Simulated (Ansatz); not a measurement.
Write the native input for Ansatz 0.2.0 that does the following.

- Task: relaxation of cell and atoms
- Functional: PBE
- Potentials or basis: Ansatz PAW
- Cutoff: 420 eV (not typed: the program's choice for these potentials)
- k mesh: 5 × 5 × 2
- Occupations: fermi-dirac, width 0.05 eV
- Spin: no spin polarisation
- Target pressure: 10 GPa
- Target pressure (GPa): 10

The system is Ta3AsAu2O13.

```
CELL_PARAMETERS angstrom
6.43030 -1.94333 -0.00483
6.43030 1.94333 -0.00483
-2.54785 0.00000 10.68617
ATOMIC_POSITIONS crystal
Ta 0.42174 0.42174 0.35289
Ta 0.60514 0.60514 0.67616
Ta 0.33575 0.33575 0.98865
As 0.62199 0.62199 0.00347
Au 0.71608 0.71608 0.34780
Au 0.30523 0.30523 0.63263
O 0.69967 0.69967 0.15479
O 0.56266 0.56266 0.34673
O 0.27377 0.27377 0.44492
O 0.32994 0.32994 0.81777
O 0.48263 0.48263 0.55126
O 0.75351 0.75351 0.62745
O 0.36278 0.36278 0.18289
O 0.87969 0.87969 0.36594
O 0.57427 0.57427 0.83568
O 0.11671 0.11671 0.67068
O 0.49325 0.49325 0.03078
O 0.16601 0.16601 0.98717
O 0.79918 0.79918 0.98234
```

The cell was built by a generator and needn't be a form met in nature.

The input as run:

input.yaml

```yaml
crystal:
  lattice:
    - [6.4303, -1.94333, -0.00483]
    - [6.4303, 1.94333, -0.00483]
    - [-2.54785, 0.0, 10.68617]
  atoms:
    - { symbol: Ta, position: [0.42174, 0.42174, 0.35289] }
    - { symbol: Ta, position: [0.60514, 0.60514, 0.67616] }
    - { symbol: Ta, position: [0.33575, 0.33575, 0.98865] }
    - { symbol: As, position: [0.62199, 0.62199, 0.00347] }
    - { symbol: Au, position: [0.71608, 0.71608, 0.3478] }
    - { symbol: Au, position: [0.30523, 0.30523, 0.63263] }
    - { symbol: O, position: [0.69967, 0.69967, 0.15479] }
    - { symbol: O, position: [0.56266, 0.56266, 0.34673] }
    - { symbol: O, position: [0.27377, 0.27377, 0.44492] }
    - { symbol: O, position: [0.32994, 0.32994, 0.81777] }
    - { symbol: O, position: [0.48263, 0.48263, 0.55126] }
    - { symbol: O, position: [0.75351, 0.75351, 0.62745] }
    - { symbol: O, position: [0.36278, 0.36278, 0.18289] }
    - { symbol: O, position: [0.87969, 0.87969, 0.36594] }
    - { symbol: O, position: [0.57427, 0.57427, 0.83568] }
    - { symbol: O, position: [0.11671, 0.11671, 0.67068] }
    - { symbol: O, position: [0.49325, 0.49325, 0.03078] }
    - { symbol: O, position: [0.16601, 0.16601, 0.98717] }
    - { symbol: O, position: [0.79918, 0.79918, 0.98234] }
hamiltonian:
  xc: pbe
  pseudopotentials: { kind: paw }
kpoints:
  mp_grid: { grid: [5, 5, 2] }
scf:
  occupations: { method: fermi_dirac, width: 0.05 }
output:
  forces: true
  stress: true
  eigenvalues: true
relax:
  f_tol: 0.01
  max_steps: 40
  cell: { stress_tol: 0.05, p_target: 10.0 }
```

Potentials or basis: Ansatz PAW.

Launch:

```bash
$ ansatz run input.yaml --threads 8 --pin off --max-ram 20480MiB --backend cpu --events-out ev --progress --plain --runs-dir out
```

Results of the run:

| Item | Value |
| --- | --- |
| Relaxed volume | 12.98 Å³/atom |
| Relaxed cell | a = 6.491 Å, b = 6.491 Å, c = 10.712 Å, α = 103.45°, β = 103.45°, γ = 34.30° |
| Space group after relaxing (to 0.05 Å) | Cm (No. 8) |
| Energy change on relaxing (the enthalpy is what falls) | +32.2 meV/atom |
| Ionic steps | 14 |
| Pressure after relaxing | 10.0 GPa |
| Largest force after relaxing | 0.010 eV/Å |
| Band gap on the k mesh | 0.12 eV, indirect (least direct gap 0.15 eV) |

Caveat: odd divisions of the mesh miss points on the zone boundary, where band edges often lie, so the gap on the mesh can be too wide; the plane-wave basis is chosen anew once the cell has moved, so the energies of steps on either side of that aren't comparable; the pressure holds a Pulay correction of +0.7 GPa for the finite cutoff; spin-orbit coupling is left out, which moves the levels of the heavy elements.

Run time: 2.3 min on 8 threads of Intel(R) Xeon(R) Platinum 8259CL CPU @ 2.50GHz (Skylake/Cascade Lake), with other jobs on the host, peak memory 1.7 GiB.
